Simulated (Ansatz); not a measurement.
# C₄H₈O₄Ti: one species, many methods

One table from this session's results is given with a row withheld; the runs are named, their logs left out.

Program: Ansatz 0.2.0, Gaussian basis. Level of theory: functionals in def2-TZVPP, the program's frozen cores in correlated methods. These are calculated values, not measurements.

The runs, in order: LDA (SPW92), PBE-D4, revPBE-D4, BLYP-D4, r2SCAN-D4, B97M-V, PBE0-D4, B3LYP-D4, r2SCANh-D4, r2SCAN0-D4, HSE06-D4, BHLYP-D4, CAM-B3LYP-D4, LC-ωPBE, ωB97X-V, ωB97M-V, B2PLYP, PBE-QIDH; CCSD(T)/def2-SVP; CCSD(T)/def2-TZVPP; MP2/def2-QZVPP; extrapolation to the limit; RPA on PBE.

**The relaxed structure**

All runs share one geometry, relaxed beforehand with PBE0-D4 in a triple-zeta def2 set.

SMILES `[CH3][Ti-]1([OH])([OH])[O]C=CC=[O+]1`, 17 atoms, charge 0, spin multiplicity 1.

Atoms are counted from 1 here; the program's logs count them from 0.

Bond lengths: C1–Ti2 2.074 Å, C1–H10 1.091 Å, C1–H11 1.092 Å, C1–H12 1.096 Å, Ti2–O3 1.801 Å, Ti2–O4 1.804 Å, Ti2–O5 2.037 Å, Ti2–O9 2.050 Å, O3–H13 0.960 Å, O4–H14 0.958 Å, O5–C6 1.256 Å, C6–C7 1.391 Å, C6–H15 1.097 Å, C7–C8 1.385 Å, C7–H16 1.080 Å, C8–O9 1.264 Å, C8–H17 1.097 Å. Angles: Ti2–C1–H10 110.9°, Ti2–C1–H11 109.4°, Ti2–C1–H12 107.3°, H10–C1–H11 110.7°, H10–C1–H12 109.5°, H11–C1–H12 109.0°, C1–Ti2–O3 109.0°, C1–Ti2–O4 96.9°, C1–Ti2–O5 86.2°, C1–Ti2–O9 122.0°, O3–Ti2–O4 102.0°, O3–Ti2–O5 92.2°, O3–Ti2–O9 127.6°, O4–Ti2–O5 163.5°, O4–Ti2–O9 84.2°, O5–Ti2–O9 80.5°, Ti2–O3–H13 122.2°, Ti2–O4–H14 129.7° and more.

Set-up of the first run:

The input, in.yaml:

```yaml
crystal:
  periodic: [false, false, false]
  atoms:
    - {symbol: C, position_ang: [1.062262, -0.327264, -2.036059]}
    - {symbol: Ti, position_ang: [0.870476, -0.556301, 0.016265]}
    - {symbol: O, position_ang: [2.417608, -0.081593, 0.806878]}
    - {symbol: O, position_ang: [0.972929, -2.356799, 0.044103]}
    - {symbol: O, position_ang: [0.183283, 1.361631, 0.029028]}
    - {symbol: C, position_ang: [-0.861726, 1.931430, 0.429191]}
    - {symbol: C, position_ang: [-1.939582, 1.286207, 1.027018]}
    - {symbol: C, position_ang: [-1.897020, -0.082718, 1.234483]}
    - {symbol: O, position_ang: [-0.949580, -0.854749, 0.910529]}
    - {symbol: H, position_ang: [1.400678, 0.679197, -2.285741]}
    - {symbol: H, position_ang: [1.758832, -1.074690, -2.421197]}
    - {symbol: H, position_ang: [0.073255, -0.500779, -2.476515]}
    - {symbol: H, position_ang: [3.047332, -0.730551, 1.129475]}
    - {symbol: H, position_ang: [0.304260, -3.004513, 0.268690]}
    - {symbol: H, position_ang: [-0.906786, 3.018990, 0.292765]}
    - {symbol: H, position_ang: [-2.802323, 1.853307, 1.345522]}
    - {symbol: H, position_ang: [-2.753199, -0.561106, 1.725464]}
basis:
  gaussian: {orbitals: def2-TZVPP}
hamiltonian: {xc: lda}
output: {orbitals: {seedname: orbitals}}
```

Command:

```console
$ ansatz run in.yaml --threads 4 --pin off --events-out ev --progress --plain --max-ram 66560MiB --backend cuda --devices 0, --max-vram 37GiB
```

Among the steps run: LDA; PBE-D4 (GGA); revPBE-D4 (GGA); BLYP-D4 (GGA); r2SCAN-D4 (meta-GGA); B97M-V (meta-GGA); PBE0-D4 (hybrid); B3LYP-D4 (hybrid); r2SCANh-D4 (hybrid); r2SCAN0-D4 (hybrid); HSE06-D4 (hybrid); BHLYP-D4 (hybrid); CAM-B3LYP-D4 (range-separated); LC-ωPBE (range-separated); ωB97X-V (range-separated); ωB97M-V (range-separated); B2PLYP (double hybrid); PBE-QIDH (double hybrid).

One of the session's tables, all rows but one given; the rest of the session is left out.

It belongs to the step «Orbital energies across the functionals». 

| functional | HOMO (eV) | LUMO (eV) | gap (eV) |
| --- | --- | --- | --- |
| LDA (SPW92) | -6.05 | -3.26 | 2.79 |
| PBE-D4 | -5.91 | -2.99 | 2.92 |
| revPBE-D4 | -5.85 | -2.89 | 2.96 |
| BLYP-D4 | -5.79 | -2.87 | 2.92 |
| r2SCAN-D4 | -6.20 | -2.87 | 3.33 |
| B97M-V | ? | ? | ? |
| PBE0-D4 | -7.31 | -2.10 | 5.21 |
| B3LYP-D4 | -7.07 | -2.32 | 4.75 |
| r2SCANh-D4 | -6.72 | -2.54 | 4.19 |
| r2SCAN0-D4 | -7.51 | -2.03 | 5.48 |
| HSE06-D4 | -6.91 | -2.48 | 4.43 |
| BHLYP-D4 | -8.50 | -1.06 | 7.44 |
| CAM-B3LYP-D4 | -8.72 | -1.01 | 7.71 |
| LC-ωPBE | -10.00 | 0.11 | 10.12 |
| ωB97X-V | -9.69 | 0.08 | 9.77 |
| ωB97M-V | -9.62 | 0.02 | 9.63 |

**Question.** Estimate the row for B97M-V.

As computed: HOMO (eV): -6.31; LUMO (eV): -2.81; gap (eV): 3.50. In the column «HOMO (eV)» it lies between r2SCANh-D4 (-6.72) and r2SCAN-D4 (-6.20).
